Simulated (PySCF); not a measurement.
# One shape, several levels: CH5BClN (SMILES CNBCl)

Aim: a comparison of 6 runs (HF/3-21G, B3LYP/6-31G*, B3LYP/def2-SVP, M06-2X/def2-SVP, wB97X/def2-SVP, SCS-MP2/def2-SVP) of CH5BClN. The job is set up through a Python script.

Program for the calculation: PySCF 2.14.0.

1 further run of the same task is left out (set aside as unsound or not needed).

**1. The structure to begin with**

CH5BClN has 9 atoms, charge 0, and is taken as a singlet. As SMILES, `CNBCl`. Geometry: relaxed at PBE0-D4/def2-TZVP. This is one conformer, not always the lowest.

Bond lengths: C1–N2 1.445 Å, N2–B3 1.381 Å, B3–Cl4 1.771 Å, C1–H5 1.094 Å, C1–H6 1.094 Å, C1–H7 1.090 Å, N2–H8 1.009 Å, B3–H9 1.192 Å. Some angles: C1–N2–B3 126.0°, N2–B3–Cl4 119.6°, C1–N2–H8 115.0°, B3–N2–H8 119.0°, N2–C1–H5 111.4°, N2–C1–H6 111.4°, N2–C1–H7 109.2°, N2–B3–H9 121.5°, Cl4–B3–H9 118.9°, H5–C1–H6 108.3°.

**2. A single-point energy at HF/3-21G (run 1)**

The input, calc.py:

```python
from pyscf import gto, scf

mol = gto.M(
    atom='''
C        0.510100       0.482100      -0.973400
N       -0.407900      -0.226000      -0.111700
B       -0.261100      -0.415200       1.248200
Cl      -1.495300      -1.314500       2.144800
H        0.907000      -0.170400      -1.756500
H        0.027900       1.338900      -1.452800
H        1.346700       0.849900      -0.380000
H       -1.220500      -0.605500      -0.573900
H        0.681600       0.014200       1.838200
''',
    basis='3-21g',
    max_memory=1860,
    charge=0,
    verbose=4,
)

myscf = scf.RHF(mol)
myscf.conv_tol = 1e-10
myscf.kernel()
if not myscf.converged:
    myscf = myscf.newton().run(myscf.mo_coeff, myscf.mo_occ)

e_tot = myscf.e_tot
print(f'total energy: {e_tot:.8f} hartree')
```

Started as:

```console
$ OMP_NUM_THREADS=1 python calc.py
```

The program printed:

```text
PySCF version 2.14.0

[... 63 lines left out ...]
converged SCF energy = -576.626525915903
total energy: -576.62652592 hartree
```

Wall time 0.88 s (1 thread of Intel Xeon Platinum 8223CL at 3.00GHz (Skylake/Cascade Lake), shared host); peak memory 0.1 GiB.

**3. The energy at B3LYP/6-31G(d) (spherical functions) (run 2)**

The input, input.py:

```python
from pyscf import gto, dft

molecule = gto.M(
    atom='''
C      0.510100     0.482100    -0.973400
N     -0.407900    -0.226000    -0.111700
B     -0.261100    -0.415200     1.248200
Cl    -1.495300    -1.314500     2.144800
H      0.907000    -0.170400    -1.756500
H      0.027900     1.338900    -1.452800
H      1.346700     0.849900    -0.380000
H     -1.220500    -0.605500    -0.573900
H      0.681600     0.014200     1.838200
''',
    max_memory=1860,
    basis='6-31g*',
    verbose=4,
)

ks = dft.RKS(molecule)
ks.xc = 'b3lyp'
ks.conv_tol = 1e-10
ks.grids.level = 5
ks.kernel()
if not ks.converged:
    ks = ks.newton().run(ks.mo_coeff, ks.mo_occ)

etot = ks.e_tot
print(f'total energy: {etot:.8f} hartree')
```

Started as:

```console
$ OMP_NUM_THREADS=1 python input.py
```

The program printed:

```text
PySCF version 2.14.0

[... 77 lines left out ...]
converged SCF energy = -580.993382672757
total energy: -580.99338267 hartree
```

Run time: 15 s. Hardware: 1 thread of Intel Xeon Platinum 8223CL at 3.00GHz (Skylake/Cascade Lake), shared host; peak memory 0.37 GiB.

Runs 3 to 4 aren't shown in full; the table further down has their settings and results.

**4. A single-point energy at wB97X/def2-SVP (run 5)**

The input, calc.py:

```python
from pyscf import gto, dft

molecule = gto.Mole()
molecule.atom = '''
C        0.510100       0.482100      -0.973400
N       -0.407900      -0.226000      -0.111700
B       -0.261100      -0.415200       1.248200
Cl      -1.495300      -1.314500       2.144800
H        0.907000      -0.170400      -1.756500
H        0.027900       1.338900      -1.452800
H        1.346700       0.849900      -0.380000
H       -1.220500      -0.605500      -0.573900
H        0.681600       0.014200       1.838200
'''
molecule.basis = 'def2-svp'
molecule.max_memory = 1860
molecule.verbose = 4
molecule.charge = 0
molecule.build()

calc0 = dft.RKS(molecule, xc='wb97x')
calc0.grids.level = 5
calc0.conv_tol = 1e-10
calc0.kernel()
if not calc0.converged:
    calc0 = calc0.newton().run(calc0.mo_coeff, calc0.mo_occ)

e_tot = calc0.e_tot
print(f'total energy: {e_tot:.8f} hartree')
```

Started as:

```console
$ OMP_NUM_THREADS=1 python calc.py
```

The program printed:

```text
PySCF version 2.14.0

[... 78 lines left out ...]
converged SCF energy = -580.734345167022
total energy: -580.73434517 hartree
```

Wall time 24 s (1 thread of Intel Xeon Platinum 8223CL at 3.00GHz (Skylake/Cascade Lake), shared host); peak memory 0.43 GiB.

**5. The energy at SCS-MP2/def2-SVP (run 6)**

The input, run.py:

```python
from pyscf import gto, scf, mp

molecule = gto.Mole()
molecule.atom = '''
C        0.510100       0.482100      -0.973400
N       -0.407900      -0.226000      -0.111700
B       -0.261100      -0.415200       1.248200
Cl      -1.495300      -1.314500       2.144800
H        0.907000      -0.170400      -1.756500
H        0.027900       1.338900      -1.452800
H        1.346700       0.849900      -0.380000
H       -1.220500      -0.605500      -0.573900
H        0.681600       0.014200       1.838200
'''
molecule.max_memory = 1860
molecule.verbose = 3
molecule.basis = 'def2-svp'
molecule.spin = 0
molecule.build()

mf = scf.RHF(molecule)
mf.conv_tol = 1e-10
mf.kernel()
if not mf.converged:
    mf = mf.newton().run(mf.mo_coeff, mf.mo_occ)

pt = mp.MP2(mf, frozen=8).run()
e_tot = mf.e_tot + 1.2 * pt.e_corr_os + pt.e_corr_ss / 3
print('E(%s) = %.9f' % ('SCS-MP2', e_tot))
```

Started as:

```console
$ OMP_NUM_THREADS=1 python run.py
```

The program printed:

```text
converged SCF energy = -579.265196218182
E(RMP2) = -579.796524101511  E_corr = -0.531327883328834
E(SCS-RMP2) = -579.791841370656  E_corr = -0.526645152473756
E(SCS-MP2) = -579.791841371
```

Run time: 1.9 s. Hardware: 1 thread of Intel Xeon Platinum 8223CL at 3.00GHz (Skylake/Cascade Lake), shared host; peak memory 0.19 GiB.

**6. The series**

```
run                               level  integration grid  frozen core orbitals  energy (Eh)  dipole moment (D) of the reference  HOMO energy (eV)  LUMO energy (eV)  wall time
  1                            HF/3-21G                 –                     –  -576.626526                                3.86            -11.03              4.41     0.88 s
  2  B3LYP/6-31G* (spherical functions)                 5                     –  -580.993383                                3.11             -7.37              0.51       15 s
  3                      B3LYP/def2-SVP                 5                     –  -580.784570                                2.82             -7.37              0.44       16 s
  4                     M06-2X/def2-SVP                 5                     –  -580.692340                                2.94             -8.97              1.55       26 s
  5                      wB97X/def2-SVP                 5                     –  -580.734345                                2.90            -10.06              2.90       24 s
  6                    SCS-MP2/def2-SVP                 –                     8  -579.791841                                2.87            -10.93              4.27      1.9 s
```

**7. Summary of results**

| quantity | value |
| --- | --- |
| run 6: total energy | -579.79184 Eh |
| run 6: dipole moment (Hartree–Fock density) | 2.87 D |
| run 6: HOMO energy (Hartree–Fock orbitals) | -10.93 eV |
| run 6: LUMO energy (Hartree–Fock orbitals) | 4.27 eV |
| run 6: HOMO–LUMO gap (Hartree–Fock orbitals) | 15.19 eV |
| run 6: correlation energy (8 core orbitals frozen) | -526.6 mEh |

In words: Over runs 1, 2, 3, 4, 5 the dipole moment (its size) runs from 2.82 D (B3LYP/def2-SVP) to 3.86 D (HF/3-21G). The two ends differ in method and basis. Over runs 1, 2, 3, 4, 5 the HOMO–LUMO gap runs from 7.81 eV (B3LYP/def2-SVP) to 15.44 eV (HF/3-21G). Totals of different functionals can't be ranked against each other. All runs together took 83 s, the longest 26 s.
